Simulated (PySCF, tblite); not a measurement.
# C₅H₁₄BNO: geometry, infrared bands and NMR shifts

Aim: predict the infrared bands and NMR shifts of C₅H₁₄BNO (`[BH3-][N@+]1(C)CC[C@@H]1OC`).

Programs: tblite 0.8.0 and PySCF 2.14.0, with density-fitted response routines of our own. Each step states its level of theory. These are calculated values for one molecule in the gas phase, unless marked as measured. Atoms count from 0, in the outputs and in this text.

## 1. The starting structure

22 atoms, charge 0, multiplicity 1; geometry from: force field or distance geometry start.

Bonds of the start (Å): B0–N1 1.54, N1–C2 1.43, N1–C3 1.43, C3–C4 1.53, C4–C5 1.52, C5–O6 1.37, O6–C7 1.40, C5–N1 1.47, B0–H8 1.20, B0–H9 1.19, B0–H10 1.18, C2–H11 1.11, C2–H12 1.09, C2–H13 1.11, C3–H14 1.11, C3–H15 1.10, C4–H16 1.11, C4–H17 1.10, C5–H18 1.09, C7–H19 1.12, C7–H20 1.09, C7–H21 1.12.

## 2. Geometry optimisation with GFN2-xTB

The job: settings as JSON, then the geometry in Å.

```
{"job": {"kind": "relax", "xc": "GFN2-xTB", "basis": "xTB"}, "charge": 0, "multiplicity": 1}
B     -1.166800    -0.432300     1.301400
N     -0.699900     0.420700     0.110300
C     -0.346800     1.751000     0.485300
C     -1.452300     0.199500    -1.083700
C     -0.639100    -1.088800    -1.241000
C      0.423900    -0.241400    -0.564700
O      1.216300    -0.866900     0.363300
C      2.570900    -0.528800     0.282100
H     -1.631300     0.247600     2.178400
H     -0.200800    -1.020000     1.679900
H     -1.962900    -1.253700     1.009000
H     -0.911600     2.462900    -0.148600
H      0.734200     1.863300     0.376900
H     -0.595200     1.867000     1.562200
H     -2.539900     0.038500    -0.967800
H     -1.153500     0.877400    -1.896900
H     -0.417400    -1.333200    -2.297600
H     -0.977000    -1.948700    -0.637200
H      0.896600     0.446800    -1.261600
H      3.088300    -1.105100     1.084800
H      2.781300     0.536100     0.366700
H      2.972600    -0.872600    -0.702200
```

Launch:

```
$ OMP_NUM_THREADS=1 python probes_run.py task.json out
```

The driver reads the jobs from task.json and runs them one after another.

**Question.** This job is followed by: GFN2-xTB harmonic vibrations, gas phase; GIAO PBE0/pcSseg-1 NMR shielding, non-relativistic, gas phase. Predict these results of the whole session: strongest single infrared mode (GFN2-xTB); zero-point energy (GFN2-xTB); ¹³C shifts against TMS (PBE0/pcSseg-1); ¹H shifts against TMS (PBE0/pcSseg-1, means over atoms taken as alike); ¹¹B shifts against BF3·OEt2 (PBE0/pcSseg-1); ¹⁵N shifts against NH3 (PBE0/pcSseg-1); ¹⁷O shifts against H2O (PBE0/pcSseg-1).

The runs gave:

```
                                                              quantity                                               value
                             strongest single infrared mode (GFN2-xTB)                               2412 cm⁻¹, 332 km/mol
                                          zero-point energy (GFN2-xTB)                                      118.7 kcal/mol
                                ¹³C shifts against TMS (PBE0/pcSseg-1)                    99.8, 60.6, 54.4, 53.5, 25.4 ppm
¹H shifts against TMS (PBE0/pcSseg-1, means over atoms taken as alike)  4.23, 3.80, 3.44, 2.66, 2.63, 2.57, 2.12, 2.07 ppm
                           ¹¹B shifts against BF3·OEt2 (PBE0/pcSseg-1)                                           -19.2 ppm
                                ¹⁵N shifts against NH3 (PBE0/pcSseg-1)                                            81.7 ppm
                                ¹⁷O shifts against H2O (PBE0/pcSseg-1)                                            74.4 ppm
```

The optimisation took 154 steps and gained 1.473 eV; among the close pairs (by a distance rule), B0–N1 changed most, from 1.538 to 1.650 Å. No mode is imaginary among the 60: a minimum at this level. The strongest single mode, at 2412 cm⁻¹, moves mainly H8. GFN2-xTB is a fitted tight-binding method: band positions and strengths are rough. Its intensities can rank the bands wrongly. H18 (hydrogen on an sp3 CH bonded to N and O) lies farthest downfield among hydrogen, at 4.23 ppm; its carbon carries N and O, hence the downfield position. At PBE0/pcSseg-1: The largest span, 90 ppm, is at C7, where the paramagnetic term is -120 ppm.
